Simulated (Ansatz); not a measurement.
# YbOs: the cost of one run

Computed with Ansatz 0.2.0 (DFT PBE, scalar-relativistic, plane waves, PAW, unless a step's input says otherwise).

1 further run of the same task is left out (it didn't finish). Runs told in other sessions of the task aren't counted.

### Step 1. The starting structure

Symmetry: Pm-3m, No. 221, cubic system. Conventional cell: a = 3.355 Å, b = 3.355 Å, c = 3.355 Å, α = 90.00°, β = 90.00°, γ = 90.00°. Around Yb (site symmetry m-3m) lie 8 Os at 2.91 Å. Around Os (site symmetry m-3m) lie 8 Yb at 2.91 Å.

As a file:

```xyz
2
Lattice="3.3545 0.0000 0.0000 0.0000 3.3545 0.0000 0.0000 0.0000 3.3545" Properties=species:S:1:pos:R:3 pbc="T T T"
Yb    0.0000    0.0000    0.0000
Os    1.6773    1.6773    1.6773
```

This cell comes from an earlier session at PBE: 18.874 Å³/atom at -0.01 GPa, on a 10×10×10 mesh.

The changes: atom 2 (Os) moved 0.08 Å along z; atom 1 (Yb) moved 0.08 Å along y; strain e6 = -0.01, atoms carried along; strain e4 = -0.02, atoms carried along; all atoms moved at random (σ = 0.15 Å), cell strained at random (1 %); all atoms moved at random (σ = 0.15 Å), cell strained at random (1 %).

### Step 2. Atom 2 (Os) moved 0.08 Å along z

input.yaml reads:

```yaml
crystal:
  lattice:
    - [3.3545099948, 0.0, 0.0]
    - [0.0, 3.3545099948, 0.0]
    - [0.0, 0.0, 3.3545099948]
  atoms:
    - { symbol: Yb, position: [0.0, 0.0, 0.0] }
    - { symbol: Os, position: [0.5, 0.5, 0.5238484906] }
basis:
  ecutwfc: 420
  ecutrho_ratio: 4
kpoints:
  mp_grid: { grid: [10, 10, 10] }
hamiltonian:
  xc: pbe
scf:
  occupations: { method: gaussian, width: 0.05 }
output:
  forces: true
  stress: true
  eigenvalues: true
  write_density: true
  write_potential: true
  elf: true
  volumetric_format: npy
```

Launch:

```bash
> ansatz run input.yaml --threads 2 --pin off --max-ram 2662MiB --backend cpu --events-out ev --progress --plain --runs-dir out
```

Q: Estimate wall time and peak memory on 2 threads of Arm Neoverse V2, shared host.

About 9.4 s, with a peak of 0.42 GiB.
